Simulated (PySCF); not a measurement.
# C3H8AlNO: the cost of one run

Programs: PySCF 2.14.0, with density-fitted response routines of our own. Each step states its level of theory. These are calculated values for one molecule in the gas phase, unless marked as measured. Atoms are numbered from 0 throughout.

### Step 1. Starting geometry

14 atoms, charge 0, multiplicity 1; geometry from: GFN2-xTB.

Bonds of the start (Å): O0–C1 1.39, C1–C2 1.56, C2–C3 1.42, C3–N4 1.15, N4–Al5 1.99, O0–H6 0.97, C1–H7 1.10, C1–H8 1.09, C2–H9 1.09, C2–H10 1.09, Al5–H11 1.56, Al5–H12 1.60, Al5–H13 1.57.

### Step 2. TDDFT and polarisability: B3LYP/def2-SVPD

Job settings and geometry (Å):

```
{"job": {"kind": "uv", "xc": "B3LYP", "basis": "def2-SVPD", "nstates": 8, "ntriplets": 3}, "charge": 0, "multiplicity": 1}
O     -1.312618    -1.420211    -0.151367
C     -1.676207    -0.112641    -0.438848
C     -1.257269     0.882491     0.691339
C      0.161326     0.934973     0.715719
N      1.308407     0.887514     0.653701
Al     2.536128    -0.390029    -0.255092
H     -0.375394    -1.564998    -0.355220
H     -1.254130     0.235070    -1.390162
H     -2.768022    -0.098532    -0.504103
H     -1.624597     0.508642     1.650558
H     -1.676645     1.871207     0.497206
H      3.632108     0.564087    -0.814532
H      1.502053    -0.996906    -1.310717
H      2.804182    -1.301139     0.989352
```

With the program's defaults for keys left out, this is: TDDFT B3LYP/def2-SVPD, vertical, gas phase, core orbitals frozen in the response.

The run is started by

```bash
OMP_NUM_THREADS=1 python probes_run.py task.json out
```

One launch serves the whole session: the jobs run in the order shown.

**Question.** How long does this first job take on 1 thread of Intel Xeon at 2.70GHz, shared host, and how much memory does it need?

About 51 s, with a peak of 0.69 GiB.
